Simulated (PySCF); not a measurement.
# Cl4Zr: the cost of one run

The runs use PySCF 2.14.0; levels as typed in each script, gas phase, geometry from GFN2-xTB.

## (1) The starting structure

SMILES `Cl[Zr](Cl)(Cl)Cl`, 5 atoms, charge 0, spin multiplicity 1.

Bond lengths: Cl1–Zr2 2.250 Å, Zr2–Cl3 2.252 Å, Zr2–Cl4 2.252 Å, Zr2–Cl5 2.251 Å. Angles: Cl1–Zr2–Cl3 109.5°, Cl1–Zr2–Cl4 109.5°, Cl1–Zr2–Cl5 109.5°, Cl3–Zr2–Cl4 109.4°, Cl3–Zr2–Cl5 109.5°, Cl4–Zr2–Cl5 109.5°.

Geometry (Å):

```mol
Cl4Zr
  3D, bonds by distance, orders not assigned

  5  4  0  0  0  0  0  0  0  0999 V2000
   -1.2732    1.2996   -1.3254 Cl  0  0
   -0.0008    0.0001   -0.0004 Zr  0  0
    1.2741    1.2993    1.3262 Cl  0  0
    1.3275   -1.2994   -1.2725 Cl  0  0
   -1.3265   -1.2998    1.2725 Cl  0  0
  1  2  8  0
  2  3  8  0
  2  4  8  0
  2  5  8  0
M  END
```

## (2) Density, bond paths and surface potential (B3LYP/def2-svpd)

Contents of input.py:

```python
import numpy as np
from pyscf import gto, scf, dft
from pyscf.scf import atom_ks, atom_hf
from scipy.linalg import block_diag

def solve(mol, dm0=None, hcore=None):
    mf = (dft.UKS if mol.spin else dft.RKS)(mol, xc='b3lyp')
    mf.grids.level = 3
    mf = mf.density_fit(auxbasis='def2-universal-jkfit')
    mf.conv_tol, mf.max_cycle = 1e-8, 80
    if hcore is not None:
        mf.get_hcore = lambda *args: hcore
    mf.kernel(dm0)
    if not mf.converged:
        mf = mf.newton().run(mf.mo_coeff, mf.mo_occ, max_cycle=30)
    assert mf.converged, 'SCF not converged'
    return mf

mol = gto.M(atom='''
Cl    -1.27325     1.29961    -1.32538
Zr    -0.00076     0.00012    -0.00036
Cl     1.27407     1.29930     1.32618
Cl     1.32746    -1.29937    -1.27249
Cl    -1.32649    -1.29981     1.27254
''', basis='def2-svpd', ecp={'Zr': 'def2-svpd'}, charge=0, spin=0, verbose=4)
mf = solve(mol)
mf.analyze()
# spherically averaged free atoms, for the promolecule
atom_ks.AtomSphAverageRKS.init_guess_by_vsap = lambda self, mol=None: self.init_guess_by_minao(mol)  # core potentials
atm = atom_ks.get_atm_nrks(mol, xc='b3lyp')
pro = block_diag(*[(atm[a[0]][2] * atm[a[0]][3]) @ atm[a[0]][2].T for a in mol._atom])
np.savez('result.npz', e=mf.e_tot, c=mf.mo_coeff, occ=mf.mo_occ, eps=mf.mo_energy, pro=pro, dip=mf.dip_moment(verbose=0), s2=mf.spin_square()[0])
```

Launch:

```sh
$ OMP_NUM_THREADS=1 python input.py
```

**Question.** How long does this run take on 1 thread of AMD EPYC 9R45 (Zen 5), shared host, and how much memory does it need?

About 5.9 s, with a peak of 0.57 GiB.
